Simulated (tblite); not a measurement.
# C5H12BNP2: the cost of one run

Programs: tblite 0.8.0 and PySCF 2.14.0, with density-fitted response routines of our own. Each step states its level of theory. These are calculated values for one molecule, in the gas phase or a continuum, unless marked as measured. Atoms count from 0, in the outputs and in this text.

## 1. The starting structure

21 atoms, charge 0, multiplicity 1; geometry from: force field or distance geometry start.

Bonds of the start (Å): C0–C1 1.32, C1–C2 1.48, C2–P3 1.78, P3–C4 1.82, P3–P5 2.16, P3–B6 1.90, B6–C7 1.54, C7–N8 1.15, C0–H9 1.12, C0–H10 1.06, C1–H11 1.10, C2–H12 1.11, C2–H13 1.12, C4–H14 1.12, C4–H15 1.11, C4–H16 1.08, P5–H17 1.46, P5–H18 1.46, B6–H19 1.18, B6–H20 1.21.

## 2. Relaxing the molecule with GFN2-xTB

What the job is given:

```
{"job": {"kind": "relax", "xc": "GFN2-xTB", "basis": "xTB"}, "charge": 0, "multiplicity": 1}
C     -2.469000    -0.418600     0.227900
C     -2.003400    -0.114500    -0.967500
C     -0.594200     0.209800    -1.297400
P      0.381900     0.157400     0.195000
C      0.283700    -1.534700     0.859400
P     -0.420500     1.636300     1.542100
B      2.196700     0.631700    -0.105000
C      2.983200    -0.451700    -0.859600
N      3.568600    -1.250300    -1.439900
H     -3.562300    -0.637800     0.285500
H     -1.950100    -0.470800     1.148000
H     -2.719400    -0.119100    -1.797500
H     -0.256400    -0.525200    -2.057300
H     -0.601600     1.226300    -1.765000
H      1.282100    -2.013600     0.670500
H     -0.458000    -2.081900     0.249500
H     -0.004400    -1.615400     1.900800
H      0.672000     2.474500     2.015500
H     -1.338400     2.494600     0.798800
H      2.309400     1.699200    -0.595400
H      2.691000     0.720500     0.991500
```

Started as:

```bash
$ OMP_NUM_THREADS=1 python probes_run.py task.json out
```

This one command runs all jobs of the session in turn.

**Question.** How long does this first job take on 1 thread of Arm Neoverse V1, shared host, and how much memory does it need?

About 2.6 s, with a peak of 0.18 GiB.
